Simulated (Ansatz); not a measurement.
# C₂Cl₂GeN₂: a ladder of functionals and wavefunction methods

Aim: compute C₂Cl₂GeN₂ with functionals from several rungs and with coupled cluster, and see how far each lands from CCSD(T) at the basis-set limit for the atomisation energy.

Computed with Ansatz 0.2.0, Gaussian basis. Level: functionals in def2-TZVPP, the program's frozen cores in correlated methods.

The runs, in order: LDA (SPW92), PBE-D4, revPBE-D4, BLYP-D4, r2SCAN-D4, B97M-V, PBE0-D4, B3LYP-D4, r2SCANh-D4, r2SCAN0-D4, HSE06-D4, BHLYP-D4, CAM-B3LYP-D4, LC-ωPBE, ωB97X-V, ωB97M-V, B2PLYP, PBE-QIDH; CCSD(T)/def2-SVP; CCSD(T)/def2-TZVPP; MP2/def2-QZVPP; extrapolation to the limit; RPA on PBE.

**1. The relaxed structure**

An earlier PBE0-D4 in a triple-zeta def2 set relaxation fixed the geometry.

SMILES `N#[C][Ge]([Cl])([Cl])[C]#N`, 7 atoms, charge 0, spin multiplicity 1.

Atoms are counted from 1 here; the program's logs count them from 0.

Bond lengths: N1–C2 1.150 Å, C2–Ge3 1.904 Å, Ge3–Cl4 2.106 Å, Ge3–Cl5 2.106 Å, Ge3–C6 1.904 Å, C6–N7 1.150 Å. Angles: N1–C2–Ge3 179.4°, C2–Ge3–Cl4 109.2°, C2–Ge3–Cl5 109.2°, C2–Ge3–C6 108.7°, Cl4–Ge3–Cl5 111.4°, Cl4–Ge3–C6 109.2°, Cl5–Ge3–C6 109.2°, Ge3–C6–N7 179.4°.

**2. LDA**

This LDA is Slater exchange with PW92 correlation.

File in.yaml:

```yaml
crystal:
  periodic: [false, false, false]
  atoms:
    - {symbol: N, position_ang: [1.736941, -1.666348, 1.449510]}
    - {symbol: C, position_ang: [0.986109, -1.114131, 0.775084]}
    - {symbol: Ge, position_ang: [-0.260746, -0.217384, -0.350428]}
    - {symbol: Cl, position_ang: [-2.181958, -1.019068, -0.030807]}
    - {symbol: Cl, position_ang: [0.338738, -0.434871, -2.357720]}
    - {symbol: C, position_ang: [-0.271785, 1.632177, 0.101877]}
    - {symbol: N, position_ang: [-0.286198, 2.751623, 0.366783]}
basis:
  gaussian: {orbitals: def2-TZVPP}
hamiltonian: {xc: lda}
output: {orbitals: {seedname: orbitals}}
```

The run is started by

```
$ ansatz run in.yaml --threads 4 --pin off --events-out ev --progress --plain --max-ram 11315MiB
```

The runs that follow: PBE-D4 (GGA); revPBE-D4 (GGA); BLYP-D4 (GGA); r2SCAN-D4 (meta-GGA); B97M-V (meta-GGA); PBE0-D4 (hybrid); B3LYP-D4 (hybrid); r2SCANh-D4 (hybrid); r2SCAN0-D4 (hybrid); HSE06-D4 (hybrid); BHLYP-D4 (hybrid); CAM-B3LYP-D4 (range-separated); LC-ωPBE (range-separated); ωB97X-V (range-separated); ωB97M-V (range-separated); B2PLYP (double hybrid); PBE-QIDH (double hybrid); CCSD(T) in def2-SVP; CCSD(T) in def2-TZVPP; MP2 in def2-QZVPP; RPA on PBE orbitals.

Q: Predict the results of all the runs planned. Wanted: atomisation energy, CCSD(T)/CBS; farthest beyond LDA; mean size of error, GGA; mean size of error, meta-GGA; mean size of error, hybrid; mean size of error, range-separated; mean size of error, double hybrid; gap, smallest and largest; T1 diagnostic.

The runs gave:

| quantity | value |
| --- | --- |
| atomisation energy, CCSD(T)/CBS | 30.865 eV |
| functionals within 0.309 eV (1.0 %) | r2SCAN-D4, B97M-V, PBE0-D4, B3LYP-D4, HSE06-D4, CAM-B3LYP-D4, LC-ωPBE, ωB97X-V, ωB97M-V, B2PLYP, PBE-QIDH |
| farthest beyond LDA | BHLYP-D4 (-1.991 eV) |
| mean size of error, GGA | 0.898 eV |
| mean size of error, meta-GGA | 0.138 eV |
| mean size of error, hybrid | 0.738 eV |
| mean size of error, range-separated | 0.188 eV |
| mean size of error, double hybrid | 0.107 eV |
| gap, smallest and largest | 5.47 eV (LDA (SPW92)), 13.15 eV (LC-ωPBE) |
| T1 diagnostic | 0.0122 |
| triples share of the correlation energy | 4.8 % |

**Reading.** LDA overbinds by 5.731 eV (19 %). PBE-D4 misses by +1.715 eV. Double hybrids carry the basis error of their MP2 part in triple zeta, and no dispersion term here, so their miss is partly the set-up's. The rungs double hybrid, meta-GGA, range-separated miss on average by less than the doubt on the reference (0.309 eV), so they tie. Misses under about 0.309 eV are within the doubt on the reference itself, which lacks core-valence correlation, relativity and higher excitations, and its outer-core shells are covered unevenly. Hartree-Fock recovers 63 % of the binding; the rest is correlation. CCSD(T) in def2-SVP is off by -2.165 eV, more than most functionals: a good method in a small basis is no reference. The gap grows from 5.5 to 13.2 eV across the functionals, mostly with the share of exact exchange. Correlated methods include outer-core shells of Ge, which these sets cover unevenly.
